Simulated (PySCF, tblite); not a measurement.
# C12H9BF2: excited states

Wanted: excited states for C12H9BF2 (`FB(F)c1ccc(-c2ccccc2)cc1`).

Programs: tblite 0.8.0 and PySCF 2.14.0, with routines of our own; each step states its level. All values are computed. Atoms count from 0.

## (1) The system as given

24 atoms, charge 0, multiplicity 1; geometry from: force field or distance geometry start.

## (2) Optimising the geometry with GFN2-xTB

What the job is given:

```
{"job": {"kind": "relax", "xc": "GFN2-xTB", "basis": "xTB"}, "charge": 0, "multiplicity": 1}
F      5.395300    -0.938500    -0.634400
B      4.574000     0.171000    -0.123100
F      5.094300     1.494700    -0.434000
C      3.009600     0.062400    -0.131100
C      2.220600     1.176100     0.075700
C      0.838200     1.124100     0.064000
C      0.232900    -0.093500    -0.137100
C     -1.219100    -0.108600    -0.123800
C     -1.958700    -1.207200     0.306200
C     -3.352500    -1.142200     0.281100
C     -3.972700    -0.013900    -0.176400
C     -3.278300     1.092200    -0.612800
C     -1.895000     1.028600    -0.574200
C      0.981800    -1.252200    -0.331700
C      2.366800    -1.151500    -0.319100
H      2.685800     2.144700     0.238900
H      0.317000     2.048500     0.226800
H     -1.454600    -2.112200     0.665500
H     -3.961300    -1.978400     0.616000
H     -5.032000     0.030000    -0.187000
H     -3.747800     2.004300    -0.970700
H     -1.362400     1.905600    -0.930000
H      0.528600    -2.207700    -0.473700
H      2.977700    -2.056600    -0.473900
```

On the command line:

```sh
> OMP_NUM_THREADS=1 python excited_run.py task.json out
```

This one command runs all jobs of the session in turn.

What it wrote:

```text
step      E/eV     max force
  0   -1116.30370    3.770
  1   -1116.86222    2.451
  2   -1117.08906    3.123
  3   -1117.20800    1.042
  4   -1117.25473    0.490
  5   -1117.28480    0.553
  6   -1117.29509    0.381
  7   -1117.30512    0.301
  8   -1117.31313    0.281
  9   -1117.32055    0.228
 10   -1117.32527    0.163
 11   -1117.32912    0.160
 12   -1117.33278    0.181
 13   -1117.33694    0.164
 14   -1117.34055    0.132
 15   -1117.34295    0.088
 16   -1117.34464    0.092
 17   -1117.34624    0.088
 18   -1117.34761    0.068
 19   -1117.34855    0.060
 20   -1117.34924    0.061
 21   -1117.35003    0.065
 22   -1117.35110    0.074
 23   -1117.35243    0.100
 24   -1117.35395    0.127
 25   -1117.35567    0.124
 26   -1117.35765    0.112
 27   -1117.35971    0.115
 28   -1117.36154    0.101
 29   -1117.36306    0.089
 30   -1117.36439    0.090
 31   -1117.36554    0.081
 32   -1117.36650    0.070
 33   -1117.36744    0.067
 34   -1117.36864    0.078
 35   -1117.37014    0.086
 36   -1117.37164    0.074
 37   -1117.37278    0.061
 38   -1117.37361    0.063
 39   -1117.37437    0.058
 40   -1117.37512    0.056
 41   -1117.37574    0.057
 42   -1117.37618    0.042
 43   -1117.37647    0.035
 44   -1117.37665    0.025
 45   -1117.37677    0.026
 46   -1117.37688    0.030
 47   -1117.37702    0.030
 48   -1117.37720    0.030
 49   -1117.37739    0.037
 50   -1117.37757    0.039
 51   -1117.37773    0.029
 52   -1117.37788    0.030
 53   -1117.37803    0.030
 54   -1117.37818    0.027
 55   -1117.37833    0.028
 56   -1117.37850    0.030
 57   -1117.37870    0.031
 58   -1117.37892    0.034
 59   -1117.37913    0.035
 60   -1117.37930    0.031
 61   -1117.37944    0.023
 62   -1117.37956    0.024
 63   -1117.37968    0.022
 64   -1117.37980    0.024
 65   -1117.37992    0.022
 66   -1117.38002    0.023
 67   -1117.38010    0.023
 68   -1117.38017    0.018
 69   -1117.38025    0.017
 70   -1117.38035    0.026
 71   -1117.38050    0.044
 72   -1117.38070    0.052
 73   -1117.38088    0.037
 74   -1117.38100    0.024
 75   -1117.38109    0.020
 76   -1117.38117    0.023
 77   -1117.38128    0.028
 78   -1117.38139    0.024
 79   -1117.38147    0.020
 80   -1117.38152    0.014
 81   -1117.38155    0.013
 82   -1117.38159    0.012
 83   -1117.38163    0.012
 84   -1117.38166    0.012
 85   -1117.38169    0.015
 86   -1117.38171    0.008
```

Wall time 0.84 s (1 thread of Intel Xeon 6975P-C, shared host); peak memory 0.18 GiB.

Step by step: (not every step is listed)

```csv
step,energy from step 0 (eV),largest force (eV/Å)
0,0.0000,3.7702
1,-0.5585,2.4514
2,-0.7854,3.1233
3,-0.9043,1.0419
4,-0.9510,0.4897
5,-0.9811,0.5526
6,-0.9914,0.3806
7,-1.0014,0.3005
8,-1.0094,0.2814
15,-1.0393,0.0879
22,-1.0474,0.0739
29,-1.0594,0.0889
36,-1.0679,0.0741
43,-1.0728,0.0346
50,-1.0739,0.0386
57,-1.0750,0.0307
64,-1.0761,0.0239
71,-1.0768,0.0441
78,-1.0777,0.0244
81,-1.0779,0.0127
82,-1.0779,0.0124
83,-1.0779,0.0123
84,-1.0780,0.0121
85,-1.0780,0.0146
86,-1.0780,0.0077
```

Distances of close pairs at the start and the end, largest changes first:

```csv
bond,before (Å),after (Å),change (Å)
F0–B1,1.472,1.323,-0.150
B1–F2,1.456,1.322,-0.134
C14–H23,1.103,1.080,-0.023
C5–C6,1.375,1.395,+0.020
C3–C4,1.380,1.401,+0.020
C10–H19,1.060,1.080,+0.020
B1–C3,1.568,1.549,-0.019
C9–C10,1.366,1.385,+0.019
```

The final coordinates are the input of the step that follows.

## (3) Harmonic vibrations with GFN2-xTB

What the job is given:

```
{"job": {"kind": "ir", "xc": "GFN2-xTB", "basis": "xTB"}, "charge": 0, "multiplicity": 1}
F      5.329281    -0.958529    -0.519627
B      4.590080     0.097697    -0.224710
F      5.297922     1.181498     0.045215
C      3.041274     0.066501    -0.200893
C      2.295668     1.211102     0.108425
C      0.917140     1.183686     0.119016
C      0.226272     0.007486    -0.172582
C     -1.242626    -0.024532    -0.160397
C     -1.923109    -1.106528     0.394476
C     -3.305114    -1.133457     0.411233
C     -4.028839    -0.086497    -0.134981
C     -3.362593     0.990993    -0.694867
C     -1.980565     1.025266    -0.703428
C      0.960024    -1.139272    -0.476286
C      2.338210    -1.109123    -0.492948
H      2.818793     2.126878     0.341625
H      0.363862     2.075777     0.373636
H     -1.363816    -1.917777     0.837217
H     -3.821044    -1.974054     0.852075
H     -5.108435    -0.109946    -0.123262
H     -3.922941     1.807339    -1.127093
H     -1.465494     1.861458    -1.153319
H      0.439992    -2.053737    -0.721112
H      2.894323    -2.002468    -0.736391
```

What it wrote:

```text
mode    cm-1     km/mol
  1      44.0      0.49
  2      47.6      0.04
  3      73.2      0.46
  4      78.4      0.07
  5     126.1      1.27
  6     145.7      1.00
  7     222.5      0.96
  8     265.1      1.26
  9     333.9      1.52
 10     362.8      0.18
 11     373.0      0.45
 12     384.9     13.75
 13     400.0      0.58
 14     473.2      3.24
 15     515.1     19.42
 16     537.2      9.06
 17     567.7     77.30
 18     588.8      3.31
 19     603.7      0.01
 20     658.9      5.06
 21     668.0      1.21
 22     697.8     18.57
 23     756.2     22.23
 24     773.0      0.41
 25     819.7      3.23
 26     873.8      1.25
 27     881.0      0.42
 28     903.9      0.13
 29     925.1      0.05
 30     929.0      1.46
 31     933.7      0.02
 32     934.2      0.02
 33     960.4     10.08
 34     997.9      5.29
 35    1073.8      5.03
 36    1087.7      0.01
 37    1099.6     64.18
 38    1121.8      0.09
 39    1140.7      3.60
 40    1182.7      0.03
 41    1196.9      2.61
 42    1205.4     27.29
 43    1253.0    325.02
 44    1273.4      0.24
 45    1281.0      0.46
 46    1283.6    307.45
 47    1309.4    524.82
 48    1315.1      1.74
 49    1318.8      0.80
 50    1392.9     11.23
 51    1432.0      0.53
 52    1460.9     30.86
 53    1496.8     16.42
 54    1545.2      3.47
 55    1582.3      0.02
 56    1590.2     85.16
 57    1601.6     28.64
 58    3073.6      8.57
 59    3074.7      2.62
 60    3079.3      6.06
 61    3080.1     24.56
 62    3083.6     12.09
 63    3086.8     64.29
 64    3090.8     68.85
 65    3091.4     25.09
 66    3094.2     46.46
```

It took 1.4 s on 1 thread of Intel Xeon 6975P-C, shared host; peak memory 0.18 GiB.

The strongest bands and the atoms that carry them (share of the mass-weighted mode):

```csv
cm⁻¹,km/mol,atoms
568,77.3,"B1 40 %, C3 16 %, C6 13 %"
1100,64.2,"C3 23 %, B1 13 %"
1253,325.0,"B1 72 %, F0 13 %, F2 13 %"
1284,307.4,"B1 24 %, C7 13 %"
1309,524.8,"B1 30 %, C3 15 %, C6 15 %, C7 10 %"
1590,85.2,"C13 15 %, C5 15 %, C14 15 %, C4 15 %"
3087,64.3,"H21 25 %, H17 23 %, H18 18 %, H20 18 %"
3091,68.8,"H15 49 %, H16 33 %"
```

## (4) Excited states: TDA PBE0/def2-SVP

The job, as its differences from that of step 3:

```diff
@@ -1,2 +1,2 @@
-{"job": {"kind": "ir", "xc": "GFN2-xTB", "basis": "xTB"}, "charge": 0, "multiplicity": 1}
+{"job": {"kind": "states", "xc": "PBE0", "basis": "def2-SVP", "tda": true, "soc": true, "nstates": 8, "ntriplets": 5, "nquad": 4}, "charge": 0, "multiplicity": 1}
 F      5.329281    -0.958529    -0.519627
```

Method: TDA PBE0/def2-SVP excited states, vertical, gas phase, spin-orbit mean-field couplings.

What it wrote:

```text
coarse grid: 21872 points
cycle   1  E = -685.9138008878  dE =  2.640e+00  |g| = 6.902e-01  |ddm| = 6.470e+00
cycle   2  E = -685.8767744343  dE =  3.703e-02  |g| = 8.774e-01  |ddm| = 1.526e+00
cycle   3  E = -686.0100068979  dE = -1.332e-01  |g| = 7.575e-02  |ddm| = 7.599e-01
cycle   4  E = -686.0110614549  dE = -1.055e-03  |g| = 3.697e-02  |ddm| = 1.243e-01
cycle   5  E = -686.0113907092  dE = -3.293e-04  |g| = 1.010e-02  |ddm| = 5.327e-02
cycle   6  E = -686.0114158008  dE = -2.509e-05  |g| = 3.260e-03  |ddm| = 1.374e-02
cycle   7  E = -686.0114185898  dE = -2.789e-06  |g| = 5.351e-04  |ddm| = 4.247e-03
final grid: 217264 points
cycle   8  E = -686.1075527731  dE = -7.322e-05  |g| = 7.854e-03  |ddm| = 6.855e-02
cycle   9  E = -686.1075536068  dE = -8.338e-07  |g| = 7.870e-03  |ddm| = 2.158e-02
cycle  10  E = -686.1075704783  dE = -1.687e-05  |g| = 7.926e-04  |ddm| = 1.060e-02
cycle  11  E = -686.1075705739  dE = -9.553e-08  |g| = 4.971e-04  |ddm| = 1.535e-03
cycle  12  E = -686.1075706449  dE = -7.105e-08  |g| = 8.132e-05  |ddm| = 7.421e-04
cycle  13  E = -686.1075706464  dE = -1.461e-09  |g| = 3.702e-05  |ddm| = 1.365e-04
cycle  14  E = -686.1075706467  dE = -3.351e-10  |g| = 6.106e-06  |ddm| = 4.399e-05
converged SCF energy = -686.1075706467

Singlet excitations
state   eV       nm        f     d(h-e)  d(exc)  Lambda  PR(NTO)  |dmu|/D   mu/D   main configurations
  1   4.8758   254.3   0.66446   2.588   4.631   0.757   1.079    7.799   10.752   H->L 0.94
  2   5.0086   247.5   0.00972   0.151   3.331   0.587   1.862    0.428    3.381   H-2->L 0.63, H->L+1 0.29
  3   5.0450   245.8   0.00450   2.109   4.389   0.443   1.581    6.855    9.808   H-1->L 0.73, H->L+2 0.21
  4   5.8286   212.7   0.01755   1.197   4.703   0.573   2.068    3.832    6.785   H->L+2 0.37, H-1->L+3 0.24, H-1->L 0.22
  5   5.9358   208.9   0.11691   0.233   4.730   0.779   1.747                     H-3->L 0.65, H->L+3 0.28
  6   6.0876   203.7   0.07912   2.579   4.518   0.612   1.636                     H->L+1 0.47, H-2->L 0.18, H->L+2 0.14
  7   6.3408   195.5   0.00139   3.663   4.738   0.392   1.187                     H-1->L+1 0.88
  8   6.3946   193.9   0.00029   0.588   3.583   0.782   3.019                     H->L+3 0.44, H-1->L+2 0.25, H-3->L 0.13

Triplet excitations (Tamm-Dancoff)
state   eV     d(h-e)  d(exc)  Lambda  PR(NTO)   main configurations
  1   3.4550   0.521   3.452   0.760   1.298   H->L 0.82
  2   4.1979   0.102   2.560   0.784   3.573   H-3->L 0.30, H->L+3 0.25, H-1->L+2 0.24
  3   4.2336   0.052   3.069   0.565   1.097   H-2->L 0.92
  4   4.5128   1.217   3.704   0.462   1.530   H-1->L 0.63, H->L+2 0.17, H-1->L+3 0.15
  5   4.6351   0.310   2.795   0.802   2.053   H-2->L+1 0.58, H-1->L+2 0.22, H->L 0.09
S1 - T1 = 1.4209 eV

Spin-orbit couplings |<S|Hso|T>| (cm-1)
             T1       T2       T3       T4       T5
S0        0.318    0.086    0.192    0.409    0.269
S1        0.153    0.502    0.396    0.484    0.010
S2        0.145    0.148    0.056    0.310    0.117
S3        0.349    0.211    0.306    0.260    0.195
S4        0.396    0.649    0.035    0.508    0.662
S5        0.664    0.020    0.148    0.017    0.139
S6        0.269    0.751    0.222    0.055    0.458
S7        0.010    0.341    0.120    0.599    0.607
S8        0.550    0.035    0.314    0.145    0.047
T1 sublevels (cm-1): 0.000 0.000 0.000   radiative rates (1/s): 0.000866 0.00983 0.012
```

It took 70 s on 1 thread of Intel Xeon 6975P-C, shared host; peak memory 1.2 GiB.

From this job:

```csv
quantity,value
S1 less T1,1.42 eV
```

## (5) Outcome

```
                                 quantity                  value
strongest single infrared mode (GFN2-xTB)  1309 cm⁻¹, 525 km/mol
             zero-point energy (GFN2-xTB)         109.9 kcal/mol
   S1 less T1 (step 4, TDA PBE0/def2-SVP)                1.42 eV
```

In words: All 66 modes are real, so the xTB geometry is a minimum. The strongest single mode, at 1309 cm⁻¹, is spread over many atoms; the largest shares are those of B1, C3, C6. Unscaled tight-binding wavenumbers are off by several per cent, some by more. Its intensities can rank the bands wrongly. In step 4, the number of triplets below S1 is at least 5, and the largest singlet-triplet spin-orbit coupling is S6–T2, 0.75 cm⁻¹.
